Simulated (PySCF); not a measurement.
# [PbCl3(NH3)]−: a change of charge

Aim: at the relaxed geometry of [PbCl3(NH3)]−, try a change of charge. The structure is generated, not taken from experiment.

Computed with PySCF 2.14.0. Level: PBE0, Pb def2-SVP with ECP60, Cl def2-SVP, N def2-SVP, H def2-SVP; scalar-relativistic core potentials, no spin–orbit coupling.

1 further run of the same task is left out (for a known fault of the program).

**1. Where the work starts**

8 atoms, charge -1, spin multiplicity 1.

Bond lengths: Pb1–Cl2 2.620 Å, Pb1–Cl3 2.603 Å, Pb1–Cl4 2.620 Å, N5–H6 1.025 Å, N5–H7 1.024 Å, N5–H8 1.019 Å. Angles: Cl2–Pb1–Cl3 99.8°, Cl2–Pb1–Cl4 97.5°, Cl3–Pb1–Cl4 100.2°, H6–N5–H7 104.0°, H6–N5–H8 107.0°, H7–N5–H8 107.0°.

As a file:

```xyz
8

Pb   -1.2115   -0.3071    0.0784
Cl   -0.6018    2.0711    0.9924
Cl   -0.0673   -1.7841    1.8908
Cl    0.5927   -0.4169   -1.8188
N    -1.8133    1.9323   -2.1564
H    -1.4775    2.4582   -1.3438
H    -0.9856    1.4242   -2.4826
H    -2.0466    2.6142   -2.8771
```

Formal oxidation states: Pb +2. An earlier session relaxed this geometry at PBE0, Pb def2-SVP with ECP60, Cl def2-SVP, N def2-SVP, H def2-SVP (singlet, point group Cs).

Its energy there is -1629.287445 Eh.

**2. One electron removed, multiplicity 2**

Contents of run.py (the lines that set the calculation):

```python
mol = gto.M(atom='''
Pb    -1.21147    -0.30713     0.07844
Cl    -0.60184     2.07112     0.99244
Cl    -0.06735    -1.78411     1.89083
Cl     0.59271    -0.41687    -1.81881
N     -1.81328     1.93227    -2.15643
H     -1.47749     2.45820    -1.34383
H     -0.98562     1.42416    -2.48261
H     -2.04663     2.61421    -2.87714''',
    basis={'Pb': 'def2-SVP', 'Cl': 'def2-SVP', 'N': 'def2-SVP', 'H': 'def2-SVP'},
    ecp={'Pb': 'def2-SVP'},
    charge=0, spin=1)
mf = dft.UKS(mol, xc='PBE0')
mf.grids.atom_grid = (50, 194)
mf = mf.density_fit()  # fitting sets: Pb def2-universal-JKFIT, Cl def2-universal-JKFIT, N def2-universal-JKFIT, H def2-universal-JKFIT
mf.conv_tol = 1e-08; mf.max_cycle = 55
mf.kernel(dm0)  # dm0: the density of the relaxed state
```

Launch:

```bash
$ OMP_NUM_THREADS=2 python run.py
```

Output:

```text
init E= -1629.29335675041
  HOMO = -0.103338913755  LUMO = -0.0968114974649  gap/eV = 0.17762
cycle= 1 E= -1629.10336559615  delta_E= 0.19  |g|= 0.145  |ddm|= 1.02
  HOMO = -0.300936313151  LUMO = -0.265721495436  gap/eV = 0.95824
cycle= 2 E= -1629.10924421716  delta_E= -0.00588  |g|= 0.122  |ddm|= 0.531
  HOMO = -0.313002314371  LUMO = -0.241907660349  gap/eV = 1.93458
cycle= 3 E= -1629.11641668578  delta_E= -0.00717  |g|= 0.0628  |ddm|= 0.275
  HOMO = -0.299827161654  LUMO = -0.238869148942  gap/eV = 1.65875
cycle= 4 E= -1629.11871219688  delta_E= -0.0023  |g|= 0.00766  |ddm|= 0.0887
  HOMO = -0.300031074004  LUMO = -0.236924839171  gap/eV = 1.71721
cycle= 5 E= -1629.11876341395  delta_E= -5.12e-05  |g|= 0.00285  |ddm|= 0.0159
  HOMO = -0.300004369239  LUMO = -0.236554975221  gap/eV = 1.72655
cycle= 6 E= -1629.11877052302  delta_E= -7.11e-06  |g|= 0.00155  |ddm|= 0.00671
  HOMO = -0.299861687533  LUMO = -0.236503469447  gap/eV = 1.72406
cycle= 7 E= -1629.11877258743  delta_E= -2.06e-06  |g|= 0.000912  |ddm|= 0.00438
  HOMO = -0.29991221072  LUMO = -0.23649203156  gap/eV = 1.72575
cycle= 8 E= -1629.11877337719  delta_E= -7.9e-07  |g|= 0.000281  |ddm|= 0.00208
  HOMO = -0.29988740413  LUMO = -0.23648763809  gap/eV = 1.72520
cycle= 9 E= -1629.11877352778  delta_E= -1.51e-07  |g|= 0.00019  |ddm|= 0.00114
  HOMO = -0.299887511205  LUMO = -0.23649005045  gap/eV = 1.72513
cycle= 10 E= -1629.11877363239  delta_E= -1.05e-07  |g|= 6.81e-05  |ddm|= 0.00102
  HOMO = -0.299895303307  LUMO = -0.236489514306  gap/eV = 1.72536
cycle= 11 E= -1629.11877368223  delta_E= -4.98e-08  |g|= 3.84e-05  |ddm|= 0.00104
  HOMO = -0.299903330657  LUMO = -0.236489527167  gap/eV = 1.72558
cycle= 12 E= -1629.11877369241  delta_E= -1.02e-08  |g|= 1.7e-05  |ddm|= 0.000503
  HOMO = -0.299904754208  LUMO = -0.236488039355  gap/eV = 1.72566
cycle= 13 E= -1629.11877369411  delta_E= -1.7e-09  |g|= 7.88e-06  |ddm|= 0.00023
  HOMO = -0.299906634502  LUMO = -0.236488174934  gap/eV = 1.72570
Extra cycle  E= -1629.11877369414  delta_E= -3e-11  |g|= 1.11e-05  |ddm|= 3.67e-05
converged SCF energy = -1629.11877369414  <S^2> = 0.75911236  2S+1 = 2.0090917
```

Wall time 4.8 s (2 threads of Intel Xeon Platinum 8559C (Emerald Rapids), shared host).

Read off: E = -1629.118774 Eh (+4.590 eV from the relaxed state), HOMO -8.16 eV, LUMO -6.44 eV (over both spins), ⟨S²⟩ = 0.759, Mulliken charge on Pb1 +0.79 e. 

**3. Results**

| state | energy from the relaxed state (eV) | ⟨S²⟩ | time |
| --- | --- | --- | --- |
| charge -1, singlet, vacuum (relaxed) | 0 | 0.00 |  |
| charge 0, doublet, vacuum | 4.59 | 0.76 | 4.8 s |

An electron taken off or put on is at rest in vacuum. 

Removing an electron vertically costs 4.59 eV (doublet), against −HOMO = 2.72 eV. These are double-zeta-type bases without diffuse functions. Spin–orbit coupling is left out.
